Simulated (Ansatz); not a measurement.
# N on a TiB₂(101) slab cut from the P6/mmm phase: a line through an energy map

Method: DFT PBE, scalar-relativistic, plane waves, PAW, in Ansatz 0.2.0.

## Step 1: The starting structure

Symmetry: Cm, No. 8, monoclinic system. The conventional cell has a = 8.315 Å, b = 3.032 Å, c = 21.637 Å, α = 90.00°, β = 90.00°, γ = 90.00°. Around B (site symmetry m) lie 2 B at 1.75 Å and 4 Ti at 2.36 to 2.38 Å. Ti (site symmetry m) has 9 B at 2.38 Å as nearest neighbours. B (site symmetry m) is surrounded by 3 B at 1.75 Å and 5 Ti at 2.36 to 2.38 Å. Around B (site symmetry m) lie 3 B at 1.75 to 1.76 Å and 6 Ti at 2.34 to 2.38 Å. Ti (site symmetry m) is surrounded by 12 B at 2.28 to 2.47 Å. B (site symmetry m) has 3 B at 1.76 to 1.84 Å and 6 Ti at 2.36 to 2.39 Å as nearest neighbours. B (site symmetry m) is surrounded by 3 B at 1.70 to 1.84 Å and 5 Ti at 2.33 to 2.47 Å. Ti (site symmetry m) has 9 B at 2.29 to 2.48 Å as nearest neighbours.

As a file:

```cif
data_structure
_symmetry_space_group_name_H-M 'Cm'
_symmetry_Int_Tables_number 8
_cell_length_a 8.3152
_cell_length_b 3.0321
_cell_length_c 21.6365
_cell_angle_alpha 90.000
_cell_angle_beta 90.000
_cell_angle_gamma 90.000
_cell_volume 545.51
loop_
_atom_site_label
_atom_site_type_symbol
_atom_site_symmetry_multiplicity
_atom_site_Wyckoff_symbol
_atom_site_fract_x
_atom_site_fract_y
_atom_site_fract_z
_atom_site_occupancy
B1 B 2 a 0.41605 0.00000 0.18487 1
Ti1 Ti 2 a 0.19929 0.50000 0.20056 1
B2 B 2 a 0.48253 0.50000 0.21624 1
B3 B 2 a 0.11550 0.00000 0.27897 1
Ti2 Ti 2 a 0.39923 0.00000 0.29371 1
B4 B 2 a 0.18394 0.50000 0.31032 1
B5 B 2 a 0.31858 0.50000 0.37801 1
Ti3 Ti 2 a 0.09778 0.00000 0.38700 1
B6 B 2 a 0.39452 0.00000 0.39916 1
N1 N 2 a 0.39452 0.00000 0.46202 1
```

This is the start of the line's first point, built on a substrate relaxed beforehand with the same method.

## Step 2: Plan of the line

Atoms count from 1 in the order of the input.

N is moved along a line over the surface and along the normal, above a rigid substrate.

The axes are (1) position of N10 along the diagonal of the surface cell, from above B9: 8 values from 0.00 to 3.87 Å, periodic; (2) height of N10 above the plane of B9: 7 values from 1.01 to 3.65 Å.

Nothing else is relaxed. Points are written as (first, second).

## Step 3: Point (0.00 Å, 1.36 Å)

A dipole layer in the vacuum cancels the field that periodic copies would set up if the slab's two faces differ.

File input.yaml:

```yaml
crystal:
  lattice:
    - [3.032101295, 0.0, 0.0]
    - [-1.5160506475, 4.1575960387, 0.0]
    - [0.0, 0.0, 21.636501287]
  atoms:
    - { symbol: B, position: [0.4162083558, 0.8324167117, 0.1848727734] }
    - { symbol: Ti, position: [0.699450027, 0.3989000541, 0.2005550604] }
    - { symbol: B, position: [0.9826916982, 0.9653833964, 0.2162373473] }
    - { symbol: B, position: [0.1156583829, 0.2313167658, 0.2789664953] }
    - { symbol: Ti, position: [0.3994230469, 0.7987873805, 0.2937076121] }
    - { symbol: B, position: [0.6841555002, 0.3682035919, 0.3103241285] }
    - { symbol: B, position: [0.8188849641, 0.6374753617, 0.3780133493] }
    - { symbol: Ti, position: [0.0978377712, 0.1958824013, 0.3870006528] }
    - { symbol: B, position: [0.3948399341, 0.7893602615, 0.3991634864] }
    - { symbol: "N", position: [0.3948399341, 0.7893602615, 0.4620202294] }
basis:
  ecutwfc: 420
kpoints:
  mp_grid: { grid: [9, 7, 1] }
hamiltonian:
  xc: pbe
scf:
  occupations: { method: gaussian, width: 0.1 }
output:
  forces: true
  eigenvalues: true
efield:
  axis: 3
  dipole_correction: true
  ramp_width: 0.04
```

On the command line:

```console
ansatz run input.yaml --threads 1 --pin off --max-ram 3072MiB --backend cpu --events-out ev --progress --plain --runs-dir out
```

What time and memory should one allow on 1 thread of Intel Xeon Platinum 8488C (Sapphire Rapids), shared host?

About 21 s, with a peak of 0.63 GiB.
